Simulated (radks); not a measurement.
# Nuclear size and the levels of Zn

Aim: how the total energy, the levels and the density at the nucleus of Zn respond when the nuclear radius is scaled.

Method: Dirac Kohn-Sham, BLYP, spin-unpolarised, spherical densities, finite nucleus. Code: radks (a radial shooting solver on a logarithmic mesh, Libxc functionals) version 1.

## 1. What is computed

```
element            : zinc (Z = 30)
charge             : 0
electrons          : 30
configuration      : [Ar] 3d10 4s2
nuclear rms radius : 3.9283 fm
```

Outer shells as boxes (Hund's rule):

Zn
```
[Ar] core
3d [↑↓][↑↓][↑↓][↑↓][↑↓]
4s [↑↓]
```

## 2. rms radius 3.9283 fm

The run's settings:

```text
Z 30
configuration [Ar] 3d10 4s2 4p0 5s0
relativity Dirac
functional b88,lyp
spin unpolarised
j_filling average
nucleus finite rms 3.9283 fm
c 137.035999084
```

## 3. rms radius 3.4019 fm

Input: that of step 2 with these lines changed.

```diff
@@ -6,3 +6,3 @@
 j_filling average
-nucleus finite rms 3.9283 fm
+nucleus finite rms 3.4019 fm
 c 137.035999084
```

## 4. rms radius 3.8105 fm

Input: that of step 3 with these lines changed.

```diff
@@ -6,3 +6,3 @@
 j_filling average
-nucleus finite rms 3.4019 fm
+nucleus finite rms 3.8105 fm
 c 137.035999084
```

## 5. rms radius 4.0972 fm

Input: that of step 4 with these lines changed.

```diff
@@ -6,3 +6,3 @@
 j_filling average
-nucleus finite rms 3.8105 fm
+nucleus finite rms 4.0972 fm
 c 137.035999084
```

## 6. rms radius 4.8829 fm

Input: that of step 5 with these lines changed.

```diff
@@ -6,3 +6,3 @@
 j_filling average
-nucleus finite rms 4.0972 fm
+nucleus finite rms 4.8829 fm
 c 137.035999084
```

**Question.** What will these runs give? Wanted: for each run, rms radius; total energy shift; density at nucleus; 1s1/2 shift; 2s1/2 shift; 2p1/2 shift; 3s1/2 shift; 3p1/2 shift.

As calculated:

```
rms radius (fm)  total energy shift (eV)  density at nucleus (e/bohr³)  1s1/2 shift (meV)  2s1/2 shift (meV)  2p1/2 shift (meV)  3s1/2 shift (meV)  3p1/2 shift (meV)
         3.4019                  -0.0587                      2.53e+04              -24.9              -2.38              0.205             -0.345             0.0348
         3.8105                  -0.0138                     2.514e+04              -5.87             -0.560             0.0484            -0.0814            0.00820
         3.9283                        0                     2.509e+04                  0                  0                  0                  0                  0
         4.0972                   0.0205                     2.503e+04               8.71              0.831            -0.0718              0.121            -0.0122
         4.8829                    0.127                     2.479e+04               53.8               5.13             -0.443              0.745            -0.0751
```

**Reading.** Shifts are against the first run. Over the range the 1s1/2 level moves by 0.0787 eV and the 3p1/2 level by -0.110 meV. A larger nucleus binds the 1s electrons less and lowers the density at its centre. These are shifts of eigenvalues, not the field shifts of spectral lines.
